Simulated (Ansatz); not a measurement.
# MP2/def2-SVP (core potential) run of CH5InO2 (SMILES [CH3][In]([OH])[OH])

What is the electronic atomisation energy of CH5InO2 at MP2/def2-SVP (core potential)? 

The calculation is run with Ansatz 0.2.0.

57 further runs of the same task are left out: 1 that didn't finish, 56 set aside as unsound or not needed. Runs told in other sessions of the task aren't counted.

### Step 1. The molecule

CH5InO2 has 9 atoms, charge 0, and is taken as a singlet. As SMILES, `[CH3][In]([OH])[OH]`. Geometry: relaxed at PBE0-D4/def2-TZVP. This is one conformer, not always the lowest.

Bond lengths: C1–In2 2.127 Å, In2–O3 1.981 Å, In2–O4 1.993 Å, C1–H5 1.090 Å, C1–H6 1.090 Å, C1–H7 1.089 Å, O3–H8 0.961 Å, O4–H9 0.959 Å. Some angles: C1–In2–O3 124.7°, C1–In2–O4 129.1°, O3–In2–O4 106.2°, In2–C1–H5 109.8°, In2–C1–H6 109.5°, In2–C1–H7 109.4°, In2–O3–H8 111.0°, In2–O4–H9 114.4°, H5–C1–H6 109.0°, H5–C1–H7 109.7°.

### Step 2. A single-point energy at MP2/def2-SVP (core potential)

The input, job.yaml:

```yaml
crystal:
  periodic: [false, false, false]
  atoms:
    - symbol: C
      position_ang: [-0.086600, 0.920200, -1.366200]
    - symbol: In
      position_ang: [0.122900, -0.336100, 0.337800]
    - symbol: O
      position_ang: [1.440800, -1.806000, 0.500900]
    - symbol: O
      position_ang: [-0.898600, -0.312900, 2.048600]
    - symbol: H
      position_ang: [-1.126400, 0.929200, -1.692800]
    - symbol: H
      position_ang: [0.212100, 1.936300, -1.107700]
    - symbol: H
      position_ang: [0.547500, 0.548900, -2.169800]
    - symbol: H
      position_ang: [1.365500, -2.243400, 1.353100]
    - symbol: H
      position_ang: [-1.577100, 0.363700, 2.096100]
basis:
  gaussian:
    orbitals: def2-SVP
accuracy: high
correlation:
  method: mp2
  frozen_orbitals: {C: 1, H: 0, In: 4, O: 1}
```

Command:

```bash
$ ansatz run job.yaml --threads 1 --pin off --max-ram 3480MiB --events-out events.jsonl --progress --plain --runs-dir runs
```

Standard output:

```text
Warning: RAYON_NUM_THREADS=1 ignored (pool sized by the plan → 1); use --threads N
Functional definition: HF
  name "HF"
  exchange = exact_x
  correlation = 0
2222 factors; integrals over basis functions are off by at most 2.0e-8 eV
mean field evaluation 1: about -10322.9446 eV, gradient 5.3e1 eV
mean field evaluation 2: about -10323.0453 eV, gradient 5.3e1 eV
mean field evaluation 4: about -10328.6619 eV, gradient 3.0e0 eV
mean field evaluation 8: about -10328.7142 eV, gradient 2.1e-1 eV
mean field evaluation 16: about -10328.7144 eV, gradient 1.2e-8 eV
mean field -10328.71442279 eV, -379.5732539836 hartree, gradient 1.2e-8 eV, S^2 0.000000; 0 other end points of the search recorded, 0 dependent functions left out
7 core orbitals not correlated: weight in the atoms' cores, before any rotation towards them, 1.000 or more for the frozen orbitals, at most 0.000 for the correlated occupied ones
reference -10328.71442279 eV, -379.5732539836 hartree; 17, 17 occupied and 69, 69 virtual orbitals, 2222 factors
second order -16.89035929 eV of doubles, -0.00000000 eV of singles
Total energy: -10345.60478209 eV, -380.1939632390 hartree
```

Run time: 3.3 s. Hardware: 1 thread of Arm Neoverse V2, shared host; peak memory 0.28 GiB.

### Step 3. The C atom

The input, molecule.yaml:

```yaml
crystal:
  periodic: [false, false, false]
  atoms:
    - {symbol: C, position_ang: [0.000000, 0.000000, 0.000000]}
basis:
  gaussian:
    orbitals: def2-SVP
magnetization:
  spin_polarized: true
  initial_magnetization: 2
correlation:
  method: mp2
  frozen_orbitals: {C: 1}
accuracy: high
```

Command:

```bash
$ ansatz run molecule.yaml --threads 1 --pin off --max-ram 3480MiB --events-out events.jsonl --progress --plain --runs-dir runs
```

Standard output:

```text
Warning: RAYON_NUM_THREADS=1 ignored (pool sized by the plan → 1); use --threads N
Functional definition: HF
  name "HF"
  exchange = exact_x
  correlation = 0
95 factors; integrals over basis functions are off by at most 1.9e-9 eV
mean field evaluation 1: about -1024.0862 eV, gradient 6.0e0 eV
mean field evaluation 2: about -1024.0867 eV, gradient 6.0e0 eV
mean field evaluation 4: about -1024.3783 eV, gradient 2.4e-1 eV
mean field evaluation 8: about -1024.3789 eV, gradient 1.6e-4 eV
mean field evaluation 16: about -1024.3789 eV, gradient 6.6e-3 eV
mean field -1024.37889008 eV, -37.6452298613 hartree, gradient 4.4e-9 eV, S^2 2.006584; 3 other end points of the search recorded, 0 dependent functions left out
1 core orbitals not correlated: weight in the atoms' cores, before any rotation towards them, 1.000 or more for the frozen orbitals, at most 0.000 for the correlated occupied ones
reference -1024.37889008 eV, -37.6452298613 hartree; 3, 1 occupied and 10, 12 virtual orbitals, 95 factors
second order -1.36297658 eV of doubles, -0.00000000 eV of singles
Total energy: -1025.74186665 eV, -37.6953183267 hartree
```

Wall time 0.06 s (1 thread of Arm Neoverse V2, shared host).

### Step 4. The H atom: the energy at UHF/def2-SVP

The input, run.yaml:

```yaml
crystal:
  periodic: [false, false, false]
  atoms:
    - {symbol: H, position_ang: [0.000000, 0.000000, 0.000000]}
basis:
  gaussian:
    orbitals: def2-SVP
total_charge: 0
magnetization:
  spin_polarized: true
  initial_magnetization: 1
hamiltonian:
  xc: hf
accuracy: high
```

Run the same way, it converges to -0.49928 Eh (log not shown).

### Step 5. The In atom at the same level

The input, molecule.yaml:

```yaml
crystal:
  periodic: [false, false, false]
  atoms:
    - symbol: In
      position_ang: [0.000000, 0.000000, 0.000000]
basis:
  gaussian:
    orbitals: def2-SVP
magnetization:
  spin_polarized: true
  initial_magnetization: 1
correlation:
  method: mp2
  frozen_orbitals: {In: 4}
accuracy: high
```

Run the same way, it converges to -189.25629 Eh (log not shown).

### Step 6. The O atom

The input, run.yaml:

```yaml
crystal:
  periodic: [false, false, false]
  atoms:
    - {symbol: O, position_ang: [0.000000, 0.000000, 0.000000]}
basis:
  gaussian: {orbitals: def2-SVP}
magnetization: {spin_polarized: true, initial_magnetization: 2}
correlation: {method: mp2, frozen_orbitals: {O: 1}}
accuracy: high
```

Command:

```bash
$ ansatz run run.yaml --threads 1 --pin off --max-ram 3480MiB --events-out events.jsonl --progress --plain --runs-dir runs
```

Standard output:

```text
Warning: RAYON_NUM_THREADS=1 ignored (pool sized by the plan → 1); use --threads N
Functional definition: HF
  name "HF"
  exchange = exact_x
  correlation = 0
95 factors; integrals over basis functions are off by at most 1.3e-9 eV
mean field evaluation 1: about -2033.0241 eV, gradient 7.2e0 eV
mean field evaluation 2: about -2033.0246 eV, gradient 7.2e0 eV
mean field evaluation 4: about -2033.2348 eV, gradient 6.0e-1 eV
mean field evaluation 8: about -2033.2375 eV, gradient 4.9e-4 eV
mean field evaluation 16: about -2033.2375 eV, gradient 5.3e-3 eV
mean field evaluation 32: about -2033.2375 eV, gradient 6.2e-9 eV
mean field -2033.23752658 eV, -74.7201009238 hartree, gradient 6.2e-9 eV, S^2 2.005296; 3 other end points of the search recorded, 0 dependent functions left out
1 core orbitals not correlated: weight in the atoms' cores, before any rotation towards them, 1.000 or more for the frozen orbitals, at most 0.000 for the correlated occupied ones
reference -2033.23752658 eV, -74.7201009238 hartree; 4, 2 occupied and 9, 11 virtual orbitals, 95 factors
second order -2.75656523 eV of doubles, -0.00000000 eV of singles
Total energy: -2035.99409180 eV, -74.8214028274 hartree
```

Wall time 0.06 s (1 thread of Arm Neoverse V2, shared host).

### Step 7. Summary of results

At MP2/def2-SVP (core potential), 7 core orbitals frozen:

| quantity | value |
| --- | --- |
| molecule: total energy | -380.19396 Eh |
| molecule: correlation energy (7 core orbitals frozen) | -620.7 mEh |
| C atom: total energy | -37.69532 Eh |
| C atom: correlation energy (1 core orbital frozen) | -50.1 mEh |
| C atom: ⟨S²⟩ of the reference determinant | 2.007 |
| H atom: total energy | -0.49928 Eh |
| H atom: ⟨S²⟩ | 0.750 |
| In atom: total energy | -189.25629 Eh |
| In atom: correlation energy (4 core orbitals frozen) | -50.0 mEh |
| In atom: ⟨S²⟩ of the reference determinant | 0.759 |
| O atom: total energy | -74.82140 Eh |
| O atom: correlation energy (1 core orbital frozen) | -101.3 mEh |
| O atom: ⟨S²⟩ of the reference determinant | 2.005 |
| electronic atomisation energy | 30.018 eV |

Taking the molecule apart into free atoms costs 30.02 eV (2896 kJ/mol), before zero-point energy and without spin-orbit coupling.
